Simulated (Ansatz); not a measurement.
# CH6AlBSi: small, medium and large basis sets

An exercise on one series of results from a longer session: the logs are not shown, and one member is left open.

Method: one geometry, several basis sets; program: Ansatz 0.2.0, Gaussian basis.

Levels to be run: PBE0-D4/def2-SVP; ωB97M-V/def2-SVP; PBE0-D4/def2-QZVPP; ωB97M-V/def2-QZVPP; the functionals' def2-TZVPP values are taken from earlier runs.

### The relaxed structure

An earlier PBE0-D4 in a triple-zeta def2 set relaxation fixed the geometry.

SMILES `[BH]1C[SiH2][AlH]1`, 10 atoms, charge 0, spin multiplicity 1.

Atoms are counted from 1 here; the program's logs count them from 0.

Bond lengths: B1–C2 1.533 Å, B1–Al4 1.976 Å, B1–H5 1.231 Å, C2–Si3 1.936 Å, C2–H6 1.088 Å, C2–H7 1.087 Å, Si3–Al4 2.522 Å, Si3–H8 1.488 Å, Si3–H9 1.483 Å, Al4–H10 1.577 Å. Angles: C2–B1–Al4 129.8°, C2–B1–H5 117.2°, Al4–B1–H5 88.9°, B1–C2–Si3 76.8°, B1–C2–H6 118.7°, B1–C2–H7 120.0°, Si3–C2–H6 113.0°, Si3–C2–H7 109.9°, H6–C2–H7 112.6°, C2–Si3–Al4 90.2°, C2–Si3–H8 107.3°, C2–Si3–H9 113.2°, Al4–Si3–H8 101.7°, Al4–Si3–H9 129.3°, H8–Si3–H9 112.0°, B1–Al4–Si3 56.3°, B1–Al4–H10 158.4°, Si3–Al4–H10 138.9°.

The first run:

in.yaml

```yaml
crystal:
  periodic: [false, false, false]
  atoms:
    - {symbol: B, position_ang: [0.422100, 1.041840, 0.132568]}
    - {symbol: C, position_ang: [0.820344, -0.048254, 1.134099]}
    - {symbol: Si, position_ang: [-0.443790, -0.949034, -0.022086]}
    - {symbol: Al, position_ang: [-0.186038, 0.878587, -1.740346]}
    - {symbol: H, position_ang: [-0.594170, 1.690700, 0.380315]}
    - {symbol: H, position_ang: [0.472522, 0.033820, 2.161836]}
    - {symbol: H, position_ang: [1.794509, -0.524548, 1.059178]}
    - {symbol: H, position_ang: [0.276830, -2.078266, -0.670380]}
    - {symbol: H, position_ang: [-1.663401, -1.404660, 0.688841]}
    - {symbol: H, position_ang: [-0.815809, 1.308615, -3.121026]}
basis:
  gaussian: {orbitals: def2-SVP}
hamiltonian: {xc: pbe0, dispersion: d4}
output: {orbitals: {seedname: orbitals}}
```

The run is started by

```
> ansatz run in.yaml --threads 2 --pin off --events-out ev --progress --plain --max-ram 4352MiB
```

Among the steps run: PBE0-D4 in def2-SVP; ωB97M-V in def2-SVP; PBE0-D4 in def2-QZVPP; ωB97M-V in def2-QZVPP.

One of the session's tables, all rows but one given; the rest of the session is left out.

It belongs to the step «Functionals by basis». 

```
functional       basis  HOMO (eV)  LUMO (eV)
   PBE0-D4    def2-SVP      -6.04      -1.56
   PBE0-D4  def2-TZVPP      -6.03      -1.58
   PBE0-D4  def2-QZVPP      -6.03      -1.60
   ωB97M-V    def2-SVP      -7.91       0.16
   ωB97M-V  def2-TZVPP          ?          ?
   ωB97M-V  def2-QZVPP      -7.94      -0.06
```

**Question.** Estimate the row for ωB97M-V, def2-TZVPP.

**Answer.** HOMO (eV): -7.93; LUMO (eV): 0.08. In the column «HOMO (eV)» it lies between ωB97M-V, def2-QZVPP (-7.94) and ωB97M-V, def2-SVP (-7.91).
